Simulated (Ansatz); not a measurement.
**C2H9BOSi: one species, many methods**

An exercise on one series of results from a longer session: the logs are not shown, and one member is left open.

Method: functionals in def2-TZVPP, the program's frozen cores in correlated methods; program: Ansatz 0.2.0, Gaussian basis.

The runs, in order: PBE-D4, r2SCAN-D4, PBE0-D4, B3LYP-D4, ωB97X-V, ωB97M-V, B2PLYP; CCSD(T)/def2-TZVPP; MP2/def2-QZVPP; extrapolation to the limit.

### Structure used throughout

An earlier PBE0-D4 in a triple-zeta def2 set relaxation fixed the geometry.

SMILES `BOC(C)[SiH3]`, 14 atoms, charge 0, spin multiplicity 1.

Atoms are counted from 1 here; the program's logs count them from 0.

Bond lengths: B1–O2 1.340 Å, B1–H6 1.204 Å, B1–H7 1.196 Å, O2–C3 1.432 Å, C3–C4 1.514 Å, C3–Si5 1.900 Å, C3–H8 1.098 Å, C4–H9 1.092 Å, C4–H10 1.093 Å, C4–H11 1.093 Å, Si5–H12 1.486 Å, Si5–H13 1.488 Å, Si5–H14 1.486 Å. Angles: O2–B1–H6 120.2°, O2–B1–H7 116.9°, H6–B1–H7 122.9°, B1–O2–C3 122.4°, O2–C3–C4 109.1°, O2–C3–Si5 107.7°, O2–C3–H8 108.7°, C4–C3–Si5 113.0°, C4–C3–H8 109.6°, Si5–C3–H8 108.6°, C3–C4–H9 110.9°, C3–C4–H10 110.5°, C3–C4–H11 110.7°, H9–C4–H10 108.3°, H9–C4–H11 108.1°, H10–C4–H11 108.2°, C3–Si5–H12 109.6°, C3–Si5–H13 109.1° and more.

Coordinates:

```
B    -1.78344    1.46443    0.20548
O    -0.98542    0.59622   -0.43117
C     0.22375    0.09591    0.15144
C     1.39335    0.47365   -0.73333
Si    0.02805   -1.78198    0.36412
H    -1.49069    1.86204    1.30318
H    -2.77436    1.81021   -0.36887
H     0.35041    0.54963    1.14375
H     1.27297    0.05993   -1.73702
H     2.32796    0.09262   -0.31462
H     1.47651    1.56033   -0.82069
H    -1.15753   -2.06578    1.21340
H     1.24794   -2.32653    1.01976
H    -0.14240   -2.41998   -0.96662
```

The first run:

Contents of in.yaml:

```yaml
crystal:
  periodic: [false, false, false]
  atoms:
    - {symbol: B, position_ang: [-1.783441, 1.464432, 0.205477]}
    - {symbol: O, position_ang: [-0.985423, 0.596218, -0.431175]}
    - {symbol: C, position_ang: [0.223747, 0.095914, 0.151439]}
    - {symbol: C, position_ang: [1.393349, 0.473649, -0.733332]}
    - {symbol: Si, position_ang: [0.028054, -1.781978, 0.364118]}
    - {symbol: H, position_ang: [-1.490687, 1.862037, 1.303179]}
    - {symbol: H, position_ang: [-2.774356, 1.810213, -0.368866]}
    - {symbol: H, position_ang: [0.350406, 0.549627, 1.143752]}
    - {symbol: H, position_ang: [1.272972, 0.059931, -1.737020]}
    - {symbol: H, position_ang: [2.327963, 0.092622, -0.314617]}
    - {symbol: H, position_ang: [1.476508, 1.560328, -0.820686]}
    - {symbol: H, position_ang: [-1.157533, -2.065784, 1.213397]}
    - {symbol: H, position_ang: [1.247937, -2.326529, 1.019756]}
    - {symbol: H, position_ang: [-0.142396, -2.419980, -0.966622]}
basis:
  gaussian: {orbitals: def2-TZVPP}
hamiltonian: {xc: pbe, dispersion: d4}
output: {forces: true, orbitals: {seedname: orbitals}}
```

Started as:

```bash
ansatz run in.yaml --threads 4 --pin off --events-out ev --progress --plain --max-ram 10444MiB
```

Steps of the session up to this table: PBE-D4 (GGA); r2SCAN-D4 (meta-GGA); PBE0-D4 (hybrid); B3LYP-D4 (hybrid); ωB97X-V (range-separated); ωB97M-V (range-separated); B2PLYP (double hybrid); CCSD(T) in def2-TZVPP; MP2 in def2-QZVPP.

One of the session's tables, all rows but one given; the rest of the session is left out.

| method | atomisation energy (kJ/mol) |
| --- | --- |
| PBE-D4 | 5163.1 |
| r2SCAN-D4 | 5123.4 |
| PBE0-D4 | 5105.4 |
| B3LYP-D4 | 5122.4 |
| ωB97X-V | 5128.6 |
| ωB97M-V | 5128.7 |
| B2PLYP | 5064.8 |
| HF/def2-TZVPP | 3874.1 |
| MP2/def2-TZVPP | 5038.8 |
| CCSD/def2-TZVPP | 4936.4 |
| CCSD(T)/def2-TZVPP | 4994.2 |
| MP2/CBS | ? |
| CCSD(T)/CBS | 5106.9 |

**Question.** Estimate the row for MP2/CBS.

**Answer.** atomisation energy (kJ/mol): 5151.4. In the column «atomisation energy (kJ/mol)» it lies between ωB97M-V (5128.7) and PBE-D4 (5163.1).

Among the levels timed on like hardware and quicker than the yardstick, those that no quicker one beats, quickest first: PBE-D4 (2.7 s, +56.2 kJ/mol); PBE0-D4 (2.9 s, -1.4 kJ/mol).

B2PLYP carry no dispersion term (for B3LYP, D4 adds 43.2 kJ/mol).
